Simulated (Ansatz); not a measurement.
From input file to script: CH₇FSiSn, SMILES C[SiH](F)[SnH3] in Ansatz 0.2.0.

```yaml
crystal:
  periodic: [false, false, false]
  atoms:
    - { symbol: C, position_ang: [-0.9115, 1.3897, -0.3701] }
    - { symbol: Si, position_ang: [0.6113, 0.4434, -0.5411] }
    - { symbol: F, position_ang: [1.8686, 1.3326, 0.0826] }
    - { symbol: Sn, position_ang: [0.4438, -1.6981, 0.7256] }
    - { symbol: H, position_ang: [-1.1512, 1.6444, 0.671] }
    - { symbol: H, position_ang: [-0.8566, 2.4032, -0.9419] }
    - { symbol: H, position_ang: [-1.7785, 0.8523, -0.7953] }
    - { symbol: H, position_ang: [0.91, 0.1725, -1.9651] }
    - { symbol: H, position_ang: [0.0636, -1.337, 2.4574] }
    - { symbol: H, position_ang: [1.8466, -2.6399, 0.6089] }
    - { symbol: H, position_ang: [-0.9806, -2.6199, 0.0886] }
basis:
  gaussian:
    orbitals: def2-SVP
hamiltonian:
  xc: b3lyp
output:
  forces: true
```

`run_deck.py`:
```python
"""CH7FSiSn through the session interface."""

import logging
import sys

import ansatz as az
import numpy as np

logging.basicConfig(stream=sys.stdout, format="%(levelname)s:%(name)s:%(message)s")
logger = logging.getLogger("ansatz_job")
logger.setLevel(logging.INFO)

deck = {
    "crystal": {
        "periodic": [False, False, False],
        "atoms": [
            {"symbol": "C", "position_ang": [-0.9115, 1.3897, -0.3701]},
            {"symbol": "Si", "position_ang": [0.6113, 0.4434, -0.5411]},
            {"symbol": "F", "position_ang": [1.8686, 1.3326, 0.0826]},
            {"symbol": "Sn", "position_ang": [0.4438, -1.6981, 0.7256]},
            {"symbol": "H", "position_ang": [-1.1512, 1.6444, 0.671]},
            {"symbol": "H", "position_ang": [-0.8566, 2.4032, -0.9419]},
            {"symbol": "H", "position_ang": [-1.7785, 0.8523, -0.7953]},
            {"symbol": "H", "position_ang": [0.91, 0.1725, -1.9651]},
            {"symbol": "H", "position_ang": [0.0636, -1.337, 2.4574]},
            {"symbol": "H", "position_ang": [1.8466, -2.6399, 0.6089]},
            {"symbol": "H", "position_ang": [-0.9806, -2.6199, 0.0886]},
        ],
    },
    "basis": {"gaussian": {"orbitals": "def2-SVP"}},
    "hamiltonian": {"xc": "b3lyp"},
    "output": {"forces": True},
}
session = az.Session.from_dict(deck)
rep = session.plan(threads=1).execute().report

logger.info(f"E = {rep['free_energy_ev']:.6f} eV = {rep['free_energy_ev'] / 27.211386246:.7f} Ha")
print("converged:", rep["converged"], " doubts:", rep["published_state_doubts"] or "none")
symbols = ["C", "Si", "F", "Sn", "H", "H", "H", "H", "H", "H", "H"]

logger.info("forces (eV/A)")
for symbol, f in zip(symbols, rep["forces_ev_ang"]):
    logger.info(f"  {symbol:2s} {f[0]:9.4f} {f[1]:9.4f} {f[2]:9.4f}")
charges = rep["charge_distribution"]
dipole = np.array(charges["dipole_moment_e_ang"]) * 4.803205
logger.info("dipole (D): {:.3f} {:.3f} {:.3f}, length {:.3f}".format(*dipole, np.linalg.norm(dipole)))
logger.info("atom  Mulliken   Lowdin")
for symbol, m, l in zip(symbols, charges["mulliken_charges_e"], charges["lowdin_charges_e"]):
    logger.info(f"{symbol:4s} {m:9.3f} {l:8.3f}")
```

Output of `python run_deck.py`:
```text
INFO:ansatz_job:E = -17575.203807 eV = -645.8768270 Ha
converged: True  doubts: none
INFO:ansatz_job:forces (eV/A)
INFO:ansatz_job:  C    -1.3300    2.4446   -0.8871
INFO:ansatz_job:  Si    1.5444    0.2782   -0.1208
INFO:ansatz_job:  F    -0.4172   -0.3331   -0.2653
INFO:ansatz_job:  Sn   -1.2458   -0.7465    1.0309
INFO:ansatz_job:  H     0.0061   -0.0574    0.1359
INFO:ansatz_job:  H    -0.0065   -1.4437    0.7827
INFO:ansatz_job:  H     0.0759   -0.0394    0.0442
INFO:ansatz_job:  H     0.1025    0.0360   -0.2268
INFO:ansatz_job:  H     0.2496   -0.2667   -0.8863
INFO:ansatz_job:  H     0.2286   -0.2799    0.0517
INFO:ansatz_job:  H     0.7923    0.4080    0.3409
INFO:ansatz_job:dipole (D): -1.442 0.194 -0.804, length 1.662
INFO:ansatz_job:atom  Mulliken   Lowdin
INFO:ansatz_job:C       -0.265   -0.123
INFO:ansatz_job:Si       0.623    0.225
INFO:ansatz_job:F       -0.361   -0.060
INFO:ansatz_job:Sn       0.198    0.175
INFO:ansatz_job:H        0.062    0.022
INFO:ansatz_job:H        0.067    0.042
INFO:ansatz_job:H        0.059    0.029
INFO:ansatz_job:H       -0.112   -0.085
INFO:ansatz_job:H       -0.091   -0.072
INFO:ansatz_job:H       -0.079   -0.077
INFO:ansatz_job:H       -0.101   -0.075
```

Total energies depend on the basis set; only differences at equal settings carry meaning. The geometry is a force-field or estimated start, not a minimum of this method, and the basis set is short of its limit. def2 sets replace the cores of elements past krypton by effective core potentials. The Löwdin charges here are taken after orthogonalising the functions within each atom; they differ from plain Löwdin charges, and their signs can be unphysical. b3lyp holds the VWN-RPA fit, as in Gaussian; the form of ORCA and Turbomole is b3lyp5. The whole script took 6.5 s on 1 thread of Arm Neoverse V1 (shared host), peak memory 0.28 GiB.

(Lines on the test bed's own set-up are left out of the output.)
